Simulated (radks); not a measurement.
# Ir⁺ in [Xe] 4f14 5d7 6p1: an all-electron calculation

What are the levels of the iridium ion Ir+, how large are its shells, and how does its energy divide?

Method: scalar-relativistic Kohn-Sham, exchange-only r2SCAN, spin-unpolarised, spherical densities, finite nucleus. Code: radks (a radial shooting solver on a logarithmic mesh, Libxc functionals) version 1.

## (1) The atom as given

- element: iridium (Z = 77)
- charge: +1
- electrons: 76
- configuration: [Xe] 4f14 5d7 6p1
- nuclear rms radius: 5.4032 fm

Outer shells as boxes (Hund's rule):

Ir⁺
```
[Xe] core
4f [↑↓][↑↓][↑↓][↑↓][↑↓][↑↓][↑↓]
5d [↑↓][↑↓][↑ ][↑ ][↑ ]
6p [↑ ][  ][  ]
```

## (2) Self-consistent calculation

Input:

```text
Z 77
configuration [Xe] 4f14 5d7 6p1 6s0 5f0
relativity scalar-relativistic
functional r2scan,
spin unpolarised
nucleus finite rms 5.4032 fm
c 137.035999084
```

What does the calculation give?

**Answer**, as computed:

```
                        quantity                value
                    total energy  -17820.8054 hartree
exchange-correlation share of it               1.92 %
                            −T/E               1.1116
          highest occupied level        6p, -6.996 eV
    most extended occupied level  6p, <r> = 3.72 bohr
 radius at density 0.001 e/bohr³            4.46 bohr
    maxima of the radial density                    4
```

6 principal shells are occupied and 4 maxima appear in the radial density; where shells overlap, one shows as a shoulder or not at all. Relativity lifts −T/E to 1.112. This is not the tabulated ground configuration, so its levels and sizes aren't those of the ground state, and no measured value stands beside it.
